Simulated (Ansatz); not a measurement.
# C₃H₁₀AlN: one species, many methods

Aim: compute C₃H₁₀AlN with functionals from several rungs and with coupled cluster, and see how far each lands from CCSD(T) at the basis-set limit for the atomisation energy.

Method: functionals in def2-TZVPP, the program's frozen cores in correlated methods; program: Ansatz 0.2.0, Gaussian basis.

Levels to be run: PBE-D4, r2SCAN-D4, PBE0-D4, B3LYP-D4, ωB97X-V, ωB97M-V, B2PLYP; CCSD(T)/def2-TZVPP; MP2/def2-QZVPP; extrapolation to the limit.

## (1) The geometry

An earlier PBE0-D4 in a triple-zeta def2 set relaxation fixed the geometry.

SMILES `CN(C)[CH2][AlH2]`, 15 atoms, charge 0, spin multiplicity 1.

Atoms are counted from 1 here; the program's logs count them from 0.

Bond lengths: C1–N2 1.441 Å, C1–H6 1.107 Å, C1–H7 1.092 Å, C1–H8 1.094 Å, N2–C3 1.444 Å, N2–C4 1.451 Å, C3–H9 1.106 Å, C3–H10 1.092 Å, C3–H11 1.093 Å, C4–Al5 1.967 Å, C4–H12 1.112 Å, C4–H13 1.101 Å, Al5–H14 1.589 Å, Al5–H15 1.591 Å. Angles: N2–C1–H6 112.7°, N2–C1–H7 110.2°, N2–C1–H8 110.2°, H6–C1–H7 107.9°, H6–C1–H8 108.1°, H7–C1–H8 107.6°, C1–N2–C3 110.9°, C1–N2–C4 111.7°, C3–N2–C4 112.0°, N2–C3–H9 112.5°, N2–C3–H10 109.9°, N2–C3–H11 110.1°, H9–C3–H10 107.9°, H9–C3–H11 108.1°, H10–C3–H11 108.2°, N2–C4–Al5 115.5°, N2–C4–H12 112.2°, N2–C4–H13 108.7° and more.

## (2) PBE-D4 (GGA)

The input, in.yaml:

```yaml
crystal:
  periodic: [false, false, false]
  atoms:
    - {symbol: C, position_ang: [-0.898305, -1.133457, 0.040149]}
    - {symbol: N, position_ang: [0.367243, -0.466195, -0.134366]}
    - {symbol: C, position_ang: [1.377387, -1.045691, 0.720181]}
    - {symbol: C, position_ang: [0.248260, 0.966968, 0.059206]}
    - {symbol: Al, position_ang: [-0.888024, 1.906358, -1.242864]}
    - {symbol: H, position_ang: [-1.312968, -1.005027, 1.058552]}
    - {symbol: H, position_ang: [-0.787966, -2.204627, -0.144041]}
    - {symbol: H, position_ang: [-1.630218, -0.748862, -0.676671]}
    - {symbol: H, position_ang: [1.144700, -0.923192, 1.794664]}
    - {symbol: H, position_ang: [2.342082, -0.570850, 0.529247]}
    - {symbol: H, position_ang: [1.476808, -2.114304, 0.513128]}
    - {symbol: H, position_ang: [-0.052327, 1.226439, 1.097816]}
    - {symbol: H, position_ang: [1.244195, 1.421450, -0.054718]}
    - {symbol: H, position_ang: [-1.585636, 1.162467, -2.460924]}
    - {symbol: H, position_ang: [-1.067129, 3.477623, -1.069957]}
basis:
  gaussian: {orbitals: def2-TZVPP}
hamiltonian: {xc: pbe, dispersion: d4}
output: {forces: true, orbitals: {seedname: orbitals}}
```

Run with:

```sh
$ ansatz run in.yaml --threads 4 --pin off --events-out ev --progress --plain --max-ram 10444MiB
```

After this run come: r2SCAN-D4 (meta-GGA); PBE0-D4 (hybrid); B3LYP-D4 (hybrid); ωB97X-V (range-separated); ωB97M-V (range-separated); B2PLYP (double hybrid); CCSD(T) in def2-TZVPP; MP2 in def2-QZVPP.

Q: Predict the results of all the runs planned. Wanted: atomisation energy, CCSD(T)/CBS; farthest; mean size of error, hybrid; mean size of error, range-separated; gap, smallest and largest; T1 diagnostic; triples share of the correlation energy.

As calculated:

| quantity | value |
| --- | --- |
| atomisation energy, CCSD(T)/CBS | 54.521 eV |
| functionals within 0.273 eV (0.5 %) | r2SCAN-D4, PBE0-D4, B3LYP-D4, ωB97X-V, ωB97M-V |
| farthest | PBE-D4 (+0.793 eV) |
| mean size of error, hybrid | 0.126 eV |
| mean size of error, range-separated | 0.211 eV |
| gap, smallest and largest | 2.69 eV (PBE-D4), 9.04 eV (ωB97X-V) |
| T1 diagnostic | 0.0100 |
| triples share of the correlation energy | 3.7 % |

**Reading.** PBE-D4 misses by +0.793 eV. Double hybrids carry the basis error of their MP2 part in triple zeta, and no dispersion term here, so their miss is partly the set-up's. Misses under about 0.273 eV are within the doubt on the reference itself, which lacks core-valence correlation, relativity and higher excitations. Hartree-Fock recovers 73 % of the binding; the rest is correlation. Orbital gaps span 2.7 to 9.0 eV; exact exchange widens them.
